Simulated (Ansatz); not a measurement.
Here is an Ansatz 0.2.0 calculation.

File input.yaml:

```yaml
crystal:
  lattice:
    - [4.6986, 0.0, 0.0]
    - [0.0, 5.7293, 0.0]
    - [-0.052988409, 0.0, 4.9364156144]
  atoms:
    - { symbol: W, position: [0.0, 0.81742, 0.75] }
    - { symbol: W, position: [0.0, 0.18258, 0.25] }
    - { symbol: Zn, position: [0.5, 0.316, 0.75] }
    - { symbol: Zn, position: [0.5, 0.684, 0.25] }
    - { symbol: O, position: [0.2565, 0.6223, 0.8996] }
    - { symbol: O, position: [0.7435, 0.6223, 0.6004] }
    - { symbol: O, position: [0.7435, 0.3777, 0.1004] }
    - { symbol: O, position: [0.2565, 0.3777, 0.3996] }
    - { symbol: O, position: [0.2169, 0.8949, 0.4363] }
    - { symbol: O, position: [0.7831, 0.8949, 0.0637] }
    - { symbol: O, position: [0.7831, 0.1051, 0.5637] }
    - { symbol: O, position: [0.2169, 0.1051, 0.9363] }
hamiltonian:
  xc: pbesol
  pseudopotentials: { kind: paw }
kpoints:
  mp_grid: { grid: [6, 5, 6] }
  band_path:
    path:
      - [[0.0, 0.0, 0.0], [0.0, 0.0, 0.5], [-0.4949490817, 0.0, 0.5055817827], [-0.5, 0.0, 0.5], [-0.5, 0.5, 0.5], [-0.5050509183, 0.5, 0.4944182173], [-0.5, 0.5, 0.0], [-0.5, 0.0, 0.0], [-0.5050509183, 0.0, 0.4944182173]]
      - [[-0.4949490817, 0.5, 0.5055817827], [0.0, 0.5, 0.5], [0.0, 0.5, 0.0]]
      - [[0.0, 0.0, 0.5], [0.0, 0.5, 0.5]]
    npoints: 10
scf:
  occupations: { method: fermi_dirac, width: 0.05 }
  n_extra_bands: 30
output:
  forces: true
  stress: true
  eigenvalues: true
  fatbands: true
  write_density: true
  write_potential: true
  elf: true
  volumetric_format: npy
```

Potentials or basis: Ansatz PAW.

Launch:

```console
$ ansatz run input.yaml --threads 4 --pin off --max-ram 11264MiB --backend cpu --events-out ev --progress --plain --runs-dir out
```

(1) Estimate the band gap along the path.

(2) What does it give for the largest force?

## Answers

(1) 2.90 eV, direct.

(2) 0.139 eV/Å.

Caveat: spin-orbit coupling is left out, which moves the levels of the heavy elements; the PAW data sets come from PBE, with cores solved anew for the run's functional, which leaves a small shift of forces and pressure.

**Measured values to compare with.**

From “Optical absorption of divalent metal tungstates: Correlation between the band-gap energy and the cation ionic radius”, 2008, arxiv:0807.2115, for a bulk crystal of ZnWO4 at 300 K: band gap 3.9 eV (optical).

Measured gap of ZnWO4: 3.9 eV (optical; 300 K; “Optical absorption of divalent metal tungstates: Correlation between the band-gap energy and the cation ionic radius”, 2008, arxiv:0807.2115). This calculation gives 2.90 eV (-1.00 eV). Spin-orbit coupling on W is left out. The value is that of PBEsol, without temperature or zero-point motion. Semilocal functionals fall short of measured gaps as a rule.
